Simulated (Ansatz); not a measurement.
# C2H9FOSi2: the cost of one run

Method: RKS LDA/def2-SVP, in Ansatz 0.2.0.

## (1) Starting point

Bond lengths: C1–Si2 1.894 Å, Si2–Si3 2.311 Å, Si3–F4 1.528 Å, Si3–C5 1.863 Å, C5–O6 1.463 Å, C1–H7 1.054 Å, C1–H8 1.084 Å, C1–H9 1.094 Å, Si2–H10 1.468 Å, Si2–H11 1.471 Å, Si3–H12 1.549 Å, C5–H13 1.059 Å, C5–H14 1.090 Å, O6–H15 0.984 Å. Angles (14 of 25 angles, heavy atoms first): C1–Si2–Si3 110.8°, Si2–Si3–F4 111.8°, Si2–Si3–C5 108.5°, F4–Si3–C5 110.2°, Si3–C5–O6 117.0°, C1–Si2–H10 110.4°, C1–Si2–H11 108.1°, Si3–Si2–H10 109.1°, Si3–Si2–H11 109.9°, Si2–C1–H7 110.0°, Si2–C1–H8 106.9°, Si2–C1–H9 110.3°, Si2–Si3–H12 109.3°, F4–Si3–H12 106.0°.

Structure file:

```xyz
15

C     0.7130   -2.6372    0.6393
Si    0.3788   -1.2303   -0.5844
Si   -0.1158    0.7312    0.5338
F    -1.3147    0.5658    1.4662
C    -0.4605    2.0588   -0.7266
O    -0.8411    3.3762   -0.2164
H     0.9165   -3.5290    0.1160
H    -0.1797   -2.7457    1.2451
H     1.5099   -2.3543    1.3339
H    -0.7424   -1.5754   -1.4674
H     1.5823   -1.0458   -1.4103
H     1.0792    1.1204    1.4385
H     0.3680    2.2487   -1.3580
H    -1.2982    1.7436   -1.3488
H    -1.6169    3.2221    0.3685
```

## (2) End point A

Input file input.yaml:

```yaml
crystal:
  periodic: [false, false, false]
  atoms:
    - { symbol: C, position_ang: [0.713, -2.6372, 0.6393] }
    - { symbol: Si, position_ang: [0.3788, -1.2303, -0.5844] }
    - { symbol: Si, position_ang: [-0.1158, 0.7312, 0.5338] }
    - { symbol: F, position_ang: [-1.3147, 0.5658, 1.4662] }
    - { symbol: C, position_ang: [-0.4605, 2.0588, -0.7266] }
    - { symbol: O, position_ang: [-0.8411, 3.3762, -0.2164] }
    - { symbol: H, position_ang: [0.9165, -3.529, 0.116] }
    - { symbol: H, position_ang: [-0.1797, -2.7457, 1.2451] }
    - { symbol: H, position_ang: [1.5099, -2.3543, 1.3339] }
    - { symbol: H, position_ang: [-0.7424, -1.5754, -1.4674] }
    - { symbol: H, position_ang: [1.5823, -1.0458, -1.4103] }
    - { symbol: H, position_ang: [1.0792, 1.1204, 1.4385] }
    - { symbol: H, position_ang: [0.368, 2.2487, -1.358] }
    - { symbol: H, position_ang: [-1.2982, 1.7436, -1.3488] }
    - { symbol: H, position_ang: [-1.6169, 3.2221, 0.3685] }
basis:
  gaussian: { orbitals: def2-SVP }
hamiltonian:
  xc: lda
relax:
  f_tol: 0.015
  max_steps: 40
```

Command:

```sh
$ ansatz run input.yaml --threads 2 --pin off --max-ram 3072MiB --backend cpu --events-out ev --progress --plain --runs-dir out
```

What time and memory should one allow on 2 threads of Intel Xeon Platinum 8488C (Sapphire Rapids), shared host?

About 27 s, with a peak of 0.2 GiB.
